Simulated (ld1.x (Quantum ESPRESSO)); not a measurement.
# Pseudopotential generation for cobalt: PAW, PBEsol

Do these settings give a usable potential? It is generated, then checked for transferability, scattering, ghosts and hardness.

Method: ld1.x (Quantum ESPRESSO) 7.5, PBEsol, scalar-relativistic.

## 1. The design

Typed settings, in words:

| Property | Result |
| --- | --- |
| element | cobalt (Co, Z = 27) |
| type | PAW |
| frozen core | [Ne] |
| valence charge | 17 |
| reference configuration | 3s2 3p6 3d7 4s1.5 4p0.5 |
| partial waves | 3s (bound): rcut 1.10, rcutus 1.35 bohr; 4s (bound): rcut 1.10, rcutus 1.35 bohr; 3p (bound): rcut 1.55, rcutus 1.65 bohr; 4p (bound): rcut 1.55, rcutus 1.65 bohr; 3d (bound): rcut 0.85, rcutus 1.00 bohr; 3d channel at 3.4 Ry: rcut 0.85, rcutus 1.00 bohr |
| local potential | all-electron potential smoothed inside 1.50 bohr (lloc = -1) |
| core correction | Bessel-smoothed model core inside 0.90 bohr |
| augmentation charge | BESSEL, radius 0.85 bohr |

An earlier all-electron run gives the scale for the radii.

All-electron outer shells of the reference configuration (PBEsol, scalar-relativistic, ld1.x):

```csv
shell,level (eV),outermost node (bohr),outermost maximum (bohr)
2s,-898.99,0.08,0.21
2p,-770.38,–,0.17
3s,-103.11,0.31,0.66
3p,-66.48,0.28,0.68
3d,-9.17,–,0.66
4s,-6.10,0.96,2.29
4p,-1.72,1.05,3.13
```

## 2. Generation

Co.in

```
 &input
   title='Co', zed=27., rel=1, dft='PBESOL', iswitch=3,
   config='[Ar] 3d7 4s1.5 4p0.5',
   nld=3, rlderiv=1.80, eminld=-10.0, emaxld=5.0, deld=0.04
 /
 &inputp
   pseudotype=3, lpaw=.true., tm=.true., lloc=-1, rcloc=1.50,
   nlcc=.true., new_core_ps=.true., rcore=0.90,
   which_augfun='BESSEL', rmatch_augfun=0.85,
   file_pseudopw='Co.UPF', file_wfcaegen='ae.wfc', file_wfcncgen='nc.wfc', file_beta='beta', file_chi='chi', file_wfcusgen='us.wfc'
 /
6
3S  1  0   2.00   0.00  1.10  1.35  0.0
4S  2  0   1.50   0.00  1.10  1.35  0.0
3P  2  1   6.00   0.00  1.55  1.65  0.0
4P  3  1   0.50   0.00  1.55  1.65  0.0
3D  3  2   7.00   0.00  0.85  1.00  0.0
3D  3  2   0.00   3.40  0.85  1.00  0.0
 &test
   configts(1)='3s2 3p6 3d7 4s1.5 4p0.5'
 /
```

Run with:

```bash
ld1.x < Co.in > Co.out
```

Output in Co.out (without the banner and most projector matrices):

```text
     Program LD1 v.7.5
     --------------------------- All-electron run ----------------------------

     Co
     scalar relativistic calculation

     atomic number is 27.00
     dft =PBESOL   lsd =0 sic =0 latt =0  beta=0.20 tr2=1.0E-14
     Exchange-correlation= PBESOL
                           (   1   4  10   8   0   0   0)
     mesh =1193 r(mesh) =  99.89935 a.u. xmin = -7.00 dx = 0.01250
     1 Ry =  13.60569312 eV, c = 137.03599908

     n l     nl                  e(Ry)          e(Ha)          e(eV)
     1 0     1S 1( 2.00)      -557.5992      -278.7996     -7586.5239
     2 0     2S 1( 2.00)       -66.0748       -33.0374      -898.9931
     2 1     2P 1( 6.00)       -56.6216       -28.3108      -770.3755
     3 0     3S 1( 2.00)        -7.5781        -3.7891      -103.1058
     3 1     3P 1( 6.00)        -4.8863        -2.4431       -66.4815
     3 2     3D 1( 7.00)        -0.6741        -0.3371        -9.1720
     4 0     4S 1( 1.50)        -0.4485        -0.2242        -6.1017
     4 1     4P 1( 0.50)        -0.1261        -0.0630        -1.7150

     final scf error:  5.7E-15 reached in  29 iterations

     Etot =   -2783.646970 Ry,   -1391.823485 Ha,  -37873.446435 eV

     Ekin =    2819.271096 Ry,    1409.635548 Ha,   38358.137365 eV
     Encl =   -6669.485464 Ry,   -3334.742732 Ha,  -90742.972505 eV
     Eh   =    1182.591601 Ry,     591.295800 Ha,   16089.978411 eV
     Exc  =    -116.024203 Ry,     -58.012102 Ha,   -1578.589707 eV

     normalization and overlap integrals

     s(1S/1S) =  1.000000  <r> =   0.0562  <r2> =    0.0043  r(max) =   0.0366
     s(2S/2S) =  1.000000  <r> =   0.2557  <r2> =    0.0772  r(max) =   0.2131
     s(2P/2P) =  1.000000  <r> =   0.2251  <r2> =    0.0622  r(max) =   0.1723
     s(3S/3S) =  1.000000  <r> =   0.7744  <r2> =    0.6928  r(max) =   0.6648
     s(3P/3P) =  1.000000  <r> =   0.8166  <r2> =    0.7877  r(max) =   0.6816
     s(3D/3D) =  1.000000  <r> =   1.0649  <r2> =    1.5311  r(max) =   0.6648
     s(4S/4S) =  1.000000  <r> =   2.8404  <r2> =    9.3988  r(max) =   2.2914
     s(4P/4P) =  1.000000  <r> =   4.2039  <r2> =   21.3797  r(max) =   3.1320

     ------------------------ End of All-electron run ------------------------

     --------------------- Generating PAW atomic setup --------------------

      Generating local potential from pseudized AE potential:
      Matching radius rcloc =   1.5000

      Local pseudo, rcloc= 1.498 Estimated cut-off energy=    11.03 Ry

      Computing core charge for nlcc:

       r > 0.91 : true rho core
      Core charge pseudized with two Bessel functions
      Integrated core pseudo-charge :   0.11
      Wfc-us  3S rcutus= 1.355  Estimated cut-off energy=    29.84 Ry
      Wfc-us  4S rcutus= 1.355  Estimated cut-off energy=    61.37 Ry
      Wfc-us  3P rcutus= 1.656  Estimated cut-off energy=    31.72 Ry
      Wfc-us  4P rcutus= 1.656  Estimated cut-off energy=    60.22 Ry
      Wfc-us  3D rcutus= 1.004  Estimated cut-off energy=   112.76 Ry
      Wfc-us  3D rcutus= 1.004  Estimated cut-off energy=   145.56 Ry

     Required augmentation: BESSEL   radius:    0.850000
     Suggested rho cutoff for augmentation: 136.28 Ry

     Estimated PAW energy = -373.441054 Ryd

     The PAW screened D coefficients
    -0.47314     1.26414     0.00000     0.00000     0.00000     0.00000
     1.26414     0.29420     0.00000     0.00000     0.00000     0.00000
     0.00000     0.00000    -4.28492    -0.16043     0.00000     0.00000
     0.00000     0.00000    -0.16043    -0.79931     0.00000     0.00000
     0.00000     0.00000     0.00000     0.00000    -4.34738    -2.95490
     0.00000     0.00000     0.00000     0.00000    -2.95490    -2.02270

     The PAW descreened D coefficients (US)
    -0.63125    -1.51413     0.00000     0.00000     0.00000     0.00000
    -1.51413    -1.48013     0.00000     0.00000     0.00000     0.00000
     0.00000     0.00000     7.11924    -2.45622     0.00000     0.00000
     0.00000     0.00000    -2.45622    -3.46693     0.00000     0.00000
     0.00000     0.00000     0.00000     0.00000    -1.44241    -0.57060
     0.00000     0.00000     0.00000     0.00000    -0.57060    -0.04734

     ------------------- End of pseudopotential generation -------------------

     [... the all-electron block is printed once more ...]


     Computing logarithmic derivative in   1.79577
     Computing logarithmic derivative in   1.79577
     Computing the partial wave expansion
     R is outside the sphere for l=    0 j= 0.00
     R is outside the sphere for l=    0 j= 0.00
     R is outside the sphere for l=    1 j= 0.00
     R is outside the sphere for l=    1 j= 0.00
     R is outside the sphere for l=    2 j= 0.00
     R is outside the sphere for l=    2 j= 0.00

     ---------------------- Testing the pseudopotential ----------------------

     Co
     scalar relativistic calculation

     atomic number is 27.00   valence charge is 17.00
     dft = SLA  PW   PSX  PSC   lsd =0 sic =0 latt =0  beta=0.20 tr2=1.0E-14
     mesh =1193 r(mesh) =  99.89935 xmin = -7.00 dx = 0.01250

     n l     nl             e AE (Ry)        e PS (Ry)    De AE-PS (Ry)
     1 0     3S   1( 2.00)       -7.57814       -7.57808       -0.00005
     2 1     3P   1( 6.00)       -4.88630       -4.88624       -0.00006
     3 2     3D   1( 7.00)       -0.67413       -0.67410       -0.00003
     2 0     4S   1( 1.50)       -0.44846       -0.44846       -0.00001
     3 1     4P   1( 0.50)       -0.12605       -0.12605       -0.00000

     eps = 5.0E-15  iter =  9

     Etot =   -2783.646970 Ry,   -1391.823485 Ha,  -37873.446435 eV
     Etotps =  -373.441057 Ry,    -186.720528 Ha,   -5080.924417 eV

     Ekin =     327.640917 Ry,     163.820459 Ha,    4457.781774 eV
     Encl =    -835.028957 Ry,    -417.514478 Ha,  -11361.147731 eV
     Ehrt =     249.971308 Ry,     124.985654 Ha,    3401.032902 eV
     Ecxc =    -116.024325 Ry,     -58.012163 Ha,   -1578.591362 eV
     (Ecc =      -0.087992 Ry,      -0.043996 Ha,      -1.197193 eV)

     ---------------------- End of pseudopotential test ----------------------
```

It took 2.6 s on 1 thread of Intel Xeon 6975P-C, shared host. This counts the later configuration tests of the new file too.

All-electron and pseudo partial waves u(r) = r·R(r), from the program's wave files:

```tsv
r (bohr)	4s AE	4s PS
0.082	0.0275	-0.1878
0.165	0.1690	-0.3589
0.248	0.1004	-0.4942
0.330	-0.0457	-0.5815
0.413	-0.1775	-0.6173
0.495	-0.2563	-0.6020
0.578	-0.2805	-0.5422
0.660	-0.2597	-0.4501
0.742	-0.2076	-0.3378
0.825	-0.1352	-0.2161
0.908	-0.0526	-0.0966
0.990	0.0322	0.0123
1.072	0.1157	0.1091
1.155	0.1958	0.1948
1.238	0.2698	0.2698
1.320	0.3358	0.3358
1.402	0.3945	0.3945
1.485	0.4464	0.4464
1.568	0.4911	0.4911
1.650	0.5285	0.5285
1.733	0.5600	0.5600
1.815	0.5854	0.5854
1.898	0.6059	0.6059
1.980	0.6212	0.6212
2.062	0.6324	0.6324
2.145	0.6398	0.6398
```

## 3. Transferability test

Co.test.in

```
 &input
   title='Co', zed=27., rel=1, dft='PBESOL', iswitch=2,
   config='[Ar] 3d7 4s1.5 4p0.5'
 /
 &test
   file_pseudo='Co.UPF', nconf=8,
   configts(1)='3s2 3p6 3d7 4s1.5 4p0.5',
   configts(2)='3s2 3p6 3d7 4s2 4p0',
   configts(3)='3s2 3p6 3d7 4s1 4p0',
   configts(4)='3s2 3p6 3d7 4s0 4p0',
   configts(5)='3s2 3p6 3d8 4s0 4p0',
   configts(6)='3s2 3p6 3d7 4s0 4p2',
   configts(7)='3s2 3p6 3d7 4s0 4p1',
   configts(8)='3s2 3p6 3d7 4s1 4p1'
 /
```

Run with:

```bash
ld1.x < Co.test.in > Co.test.out
```

Co.test.out, the pseudopotential blocks:

```text
     ---------------------- Testing the pseudopotential ----------------------

     Co
     scalar relativistic calculation

     atomic number is 27.00   valence charge is 17.00
     dft =SLA  PW   PSX  PSC   lsd =0 sic =0 latt =0  beta=0.20 tr2=1.0E-14
     mesh =1193 r(mesh) =  99.89935 xmin = -7.00 dx = 0.01250

     n l     nl             e AE (Ry)        e PS (Ry)    De AE-PS (Ry)
     1 0     3S   1( 2.00)       -7.57814       -7.57808       -0.00005
     2 1     3P   1( 6.00)       -4.88630       -4.88624       -0.00006
     3 2     3D   1( 7.00)       -0.67413       -0.67410       -0.00003
     2 0     4S   1( 1.50)       -0.44846       -0.44846       -0.00001
     3 1     4P   1( 0.50)       -0.12605       -0.12605       -0.00000

     eps = 3.8E-15  iter = 11

     Etot =   -2783.646970 Ry,   -1391.823485 Ha,  -37873.446435 eV
     Etotps =  -373.441056 Ry,    -186.720528 Ha,   -5080.924408 eV

     Ekin =     327.640917 Ry,     163.820459 Ha,    4457.781777 eV
     Encl =    -835.028956 Ry,    -417.514478 Ha,  -11361.147722 eV
     Ehrt =     249.971307 Ry,     124.985654 Ha,    3401.032898 eV
     Ecxc =    -116.024325 Ry,     -58.012163 Ha,   -1578.591361 eV
     (Ecc =      -0.087992 Ry,      -0.043996 Ha,      -1.197193 eV)

     ---------------------- End of pseudopotential test ----------------------

     ---------------------- Testing the pseudopotential ----------------------

     Co
     [...]
     n l     nl             e AE (Ry)        e PS (Ry)    De AE-PS (Ry)
     1 0     3S   1( 2.00)       -7.50696       -7.50829        0.00133
     2 1     3P   1( 6.00)       -4.81492       -4.81766        0.00275
     3 2     3D   1( 7.00)       -0.60486       -0.60556        0.00070
     2 0     4S   1( 2.00)       -0.40343       -0.40344        0.00001
     3 1     4P   1( 0.00)       -0.09167       -0.09119       -0.00048

     eps = 3.4E-15  iter = 13

     Etot =   -2783.805460 Ry,   -1391.902730 Ha,  -37875.602796 eV
     Etotps =  -373.599695 Ry,    -186.799847 Ha,   -5083.082796 eV
     dEtot_ae =      -0.158490 Ry
     dEtot_ps =      -0.158639 Ry,   Delta E=       0.000149 Ry

     [...]
     ---------------------- End of pseudopotential test ----------------------

     ---------------------- Testing the pseudopotential ----------------------

     Co
     [...]
     n l     nl             e AE (Ry)        e PS (Ry)    De AE-PS (Ry)
     1 0     3S   1( 2.00)       -8.15564       -8.15656        0.00093
     2 1     3P   1( 6.00)       -5.46461       -5.46681        0.00220
     3 2     3D   1( 7.00)       -1.24860       -1.24902        0.00042
     2 0     4S   1( 1.00)       -0.93769       -0.93768       -0.00000
     3 1     4P   1( 0.00)       -0.54515       -0.54430       -0.00085

     eps = 4.5E-15  iter = 17

     Etot =   -2783.140642 Ry,   -1391.570321 Ha,  -37866.557492 eV
     Etotps =  -372.934806 Ry,    -186.467403 Ha,   -5074.036521 eV
     dEtot_ae =       0.506328 Ry
     dEtot_ps =       0.506250 Ry,   Delta E=       0.000078 Ry

     [...]
     ---------------------- End of pseudopotential test ----------------------

     ---------------------- Testing the pseudopotential ----------------------

     Co
     [...]
     n l     nl             e AE (Ry)        e PS (Ry)    De AE-PS (Ry)
     1 0     3S   1( 2.00)       -8.90546       -8.90618        0.00072
     2 1     3P   1( 6.00)       -6.21507       -6.21711        0.00203
     3 2     3D   1( 7.00)       -1.98701       -1.98727        0.00026
     2 0     4S   1( 0.00)       -1.52376       -1.52379        0.00003
     3 1     4P   1( 0.00)       -1.06215       -1.06093       -0.00122

     eps = 6.1E-15  iter = 17

     Etot =   -2781.913433 Ry,   -1390.956717 Ha,  -37849.860468 eV
     Etotps =  -371.707483 Ry,    -185.853742 Ha,   -5057.337947 eV
     dEtot_ae =       1.733537 Ry
     dEtot_ps =       1.733573 Ry,   Delta E=      -0.000036 Ry

     [...]
     ---------------------- End of pseudopotential test ----------------------

     ---------------------- Testing the pseudopotential ----------------------

     Co
     [...]
     n l     nl             e AE (Ry)        e PS (Ry)    De AE-PS (Ry)
     1 0     3S   1( 2.00)       -7.73979       -7.74075        0.00096
     2 1     3P   1( 6.00)       -5.06032       -5.06351        0.00319
     3 2     3D   1( 8.00)       -0.89828       -0.89838        0.00011
     2 0     4S   1( 0.00)       -0.81196       -0.81247        0.00051
     3 1     4P   1( 0.00)       -0.45747       -0.45656       -0.00091

     eps = 3.1E-15  iter = 17

     Etot =   -2783.333427 Ry,   -1391.666714 Ha,  -37869.180467 eV
     Etotps =  -373.127727 Ry,    -186.563864 Ha,   -5076.661350 eV
     dEtot_ae =       0.313543 Ry
     dEtot_ps =       0.313329 Ry,   Delta E=       0.000214 Ry

     [...]
     ---------------------- End of pseudopotential test ----------------------

     ---------------------- Testing the pseudopotential ----------------------

     Co
     [...]
     n l     nl             e AE (Ry)        e PS (Ry)    De AE-PS (Ry)
     1 0     3S   1( 2.00)       -7.76122       -7.75227       -0.00894  !
     2 1     3P   1( 6.00)       -5.06975       -5.05509       -0.01466  !
     3 2     3D   1( 7.00)       -0.85050       -0.84308       -0.00743  !
     2 0     4S   1( 0.00)       -0.55418       -0.55201       -0.00217
     3 1     4P   1( 2.00)       -0.20549       -0.20592        0.00043

     eps = 9.5E-15  iter = 26

     Etot =   -2783.142810 Ry,   -1391.571405 Ha,  -37866.586991 eV
     Etotps =  -372.938692 Ry,    -186.469346 Ha,   -5074.089399 eV
     dEtot_ae =       0.504160 Ry
     dEtot_ps =       0.502364 Ry,   Delta E=       0.001796 Ry

     [...]
     ---------------------- End of pseudopotential test ----------------------

     ---------------------- Testing the pseudopotential ----------------------

     Co
     [...]
     n l     nl             e AE (Ry)        e PS (Ry)    De AE-PS (Ry)
     1 0     3S   1( 2.00)       -8.27097       -8.26632       -0.00464
     2 1     3P   1( 6.00)       -5.57996       -5.57191       -0.00805  !
     3 2     3D   1( 7.00)       -1.35859       -1.35505       -0.00354
     2 0     4S   1( 0.00)       -1.00557       -1.00492       -0.00065
     3 1     4P   1( 1.00)       -0.60535       -0.60680        0.00145

     eps = 9.9E-15  iter = 21

     Etot =   -2782.744195 Ry,   -1391.372098 Ha,  -37861.163558 eV
     Etotps =  -372.538996 Ry,    -186.269498 Ha,   -5068.651256 eV
     dEtot_ae =       0.902775 Ry
     dEtot_ps =       0.902060 Ry,   Delta E=       0.000715 Ry

     [...]
     ---------------------- End of pseudopotential test ----------------------

     ---------------------- Testing the pseudopotential ----------------------

     Co
     [...]
     n l     nl             e AE (Ry)        e PS (Ry)    De AE-PS (Ry)
     1 0     3S   1( 2.00)       -7.64311       -7.64077       -0.00234
     2 1     3P   1( 6.00)       -4.95143       -4.94741       -0.00402
     3 2     3D   1( 7.00)       -0.73701       -0.73533       -0.00168
     2 0     4S   1( 1.00)       -0.48757       -0.48710       -0.00046
     3 1     4P   1( 1.00)       -0.15556       -0.15585        0.00029

     eps = 3.0E-15  iter = 14

     Etot =   -2783.483325 Ry,   -1391.741663 Ha,  -37871.219934 eV
     Etotps =  -373.277577 Ry,    -186.638788 Ha,   -5078.700160 eV
     dEtot_ae =       0.163645 Ry
     dEtot_ps =       0.163479 Ry,   Delta E=       0.000166 Ry

     [...]
     ---------------------- End of pseudopotential test ----------------------
```

Excitation and ionisation energies from 3s2 3p6 3d7 4s1.5 4p0.5, with the error of the potential.

| valence configuration | charge | ΔE all-electron (eV) | error AE − PS (meV) |
| --- | --- | --- | --- |
| 3s2 3p6 3d7 4s2 4p0 | 0 | -2.156 | +2.0 |
| 3s2 3p6 3d7 4s1 4p0 | +1 | 6.889 | +1.1 |
| 3s2 3p6 3d7 4s0 4p0 | +2 | 23.586 | -0.5 |
| 3s2 3p6 3d8 4s0 4p0 | +1 | 4.266 | +2.9 |
| 3s2 3p6 3d7 4s0 4p2 | 0 | 6.859 | +24 |
| 3s2 3p6 3d7 4s0 4p1 | +1 | 12.283 | +9.7 |
| 3s2 3p6 3d7 4s1 4p1 | 0 | 2.227 | +2.3 |

## 4. Does it scatter like the atom?

Taken from the files of the generation run. The phase is arctan(r·u′/u) with u = r·R, unwrapped, with energies in Ry. A pole is an energy at which the radial function vanishes at the test radius. The pseudo phase is shifted by a multiple of π to meet the all-electron one at the reference energy. Levels narrower than the energy grid can be missing from the poles. The last column is the largest difference on the grid between −1 and +1 Ry.

| channel | radius (bohr) | reference (Ry) | poles AE | poles PS | window around the reference with phases within 0.05 rad (Ry) | largest difference near zero (rad) |
| --- | --- | --- | --- | --- | --- | --- |
| s | 1.80 | -0.45 | -7.45 | -7.45, 4.98 | below 3.6 | 0.019 |
| p | 1.80 | -0.13 | -4.67 | -4.67 | below 1.6 | 0.005 |
| d | 1.80 | -0.67 | -0.11 | -0.11 | the whole range | 0.000 |

Phases (rad) along the scan:

```tsv
E (Ry)	s AE	s PS	p AE	p PS
-10.00	1.363	1.362	1.379	1.377
-9.52	1.351	1.350	1.372	1.370
-9.04	1.335	1.334	1.365	1.363
-8.56	1.308	1.306	1.357	1.354
-8.08	1.226	1.224	1.347	1.345
-7.60	-1.260	-1.260	1.335	1.332
-7.12	-1.703	-1.704	1.320	1.317
-6.64	-1.754	-1.755	1.298	1.295
-6.16	-1.780	-1.782	1.264	1.260
-5.68	-1.800	-1.802	1.187	1.182
-5.20	-1.819	-1.820	0.718	0.709
-4.72	-1.837	-1.839	-1.534	-1.535
-4.24	-1.858	-1.860	-1.709	-1.711
-3.76	-1.882	-1.884	-1.767	-1.769
-3.28	-1.910	-1.912	-1.804	-1.806
-2.80	-1.944	-1.946	-1.835	-1.837
-2.32	-1.988	-1.989	-1.866	-1.868
-1.84	-2.044	-2.046	-1.900	-1.901
-1.36	-2.123	-2.124	-1.940	-1.941
-0.88	-2.236	-2.236	-1.989	-1.989
-0.40	-2.410	-2.410	-2.053	-2.053
0.08	-2.690	-2.692	-2.142	-2.142
0.56	-3.113	-3.125	-2.273	-2.275
1.04	-3.591	-3.617	-2.477	-2.487
1.52	-3.958	-3.992	-2.804	-2.841
2.00	-4.189	-4.227	-3.264	-3.346
2.48	-4.336	-4.376	-3.720	-3.824
2.96	-4.433	-4.477	-4.038	-4.137
3.44	-4.503	-4.551	-4.237	-4.327
3.92	-4.554	-4.609	-4.364	-4.449
4.40	-4.595	-4.659	-4.451	-4.533
4.88	-4.628	-4.704	-4.514	-4.596
```

## 5. Cutoff and ghost test in a Bessel basis

A separate test, outside the generator: the pseudo-atom's Hamiltonian at the reference potential is diagonalised in spherical Bessel functions j_l(qr) that vanish at 20 bohr, with q² up to the cutoff.

All-electron valence levels (Ry): 3s -7.5781, 4s -0.4485, 3p -4.8863, 4p -0.1260, 3d -0.6741. The lowest levels of each channel (Ry) by cutoff; the last column sums, over occupied levels, occupation times the distance from the level at 400 Ry. A positive value at high cutoff is not a bound level.

```tsv
cutoff (Ry)	s #1	s #2	p #1	p #2	d #1	f #1	Σ f·Δε (mRy)
8	-6.9198	-0.3031	-4.2731	-0.0570	0.0420	0.0967	10261.9
15	-7.4367	-0.3564	-4.8119	-0.0748	0.0412	0.0967	5901.4
30	-7.5756	-0.4116	-4.8853	-0.0916	0.0353	0.0967	5050.5
45	-7.5775	-0.4445	-4.8860	-0.1229	-0.1900	0.0967	3400.0
70	-7.5781	-0.4483	-4.8863	-0.1256	-0.6067	0.0967	473.5
100	-7.5781	-0.4485	-4.8863	-0.1260	-0.6716	0.0967	18.0
110	-7.5781	-0.4485	-4.8863	-0.1260	-0.6729	0.0967	9.2
160	-7.5782	-0.4485	-4.8863	-0.1260	-0.6738	0.0967	2.7
180	-7.5782	-0.4485	-4.8863	-0.1260	-0.6741	0.0967	1.0
230	-7.5782	-0.4485	-4.8863	-0.1261	-0.6741	0.0967	0.6
400	-7.5782	-0.4485	-4.8863	-0.1261	-0.6742	0.0967	0.0
```

The sum stays within 10 mRy from 110 Ry and within 1 mRy from 180 Ry. The sum leaves out empty levels, which can need more. Ghost test: no level below the all-electron spectrum of its channel (s, p, d, f tested).

## 6. Summary of results

```
                                                quantity                             value
               cutoffs for 10 and 1 mRy, occupied levels                 110 Ry and 180 Ry
                                            bound ghosts                        none found
                            largest test error (AE − PS)  +24 meV, for 3s2 3p6 3d7 4s0 4p2
largest phase difference near zero energy, channels read                         0.019 rad
         lowest eigenvalue of the overlap (Bessel basis)                         0.012 (s)
```

In words: By total energies transferability is good: the largest error is 24 meV on 6.9 eV, for 3s2 3p6 3d7 4s0 4p2. By its cutoff, 110 Ry for the looser tolerance, it is hard. The slowest occupied level is 3d: taken alone it needs 140 Ry to come within 1 mRy, against 55 Ry for 4p. It is free of bound ghosts as far as tested. Near zero energy the phases of the channels with partial waves agree within 0.019 rad.
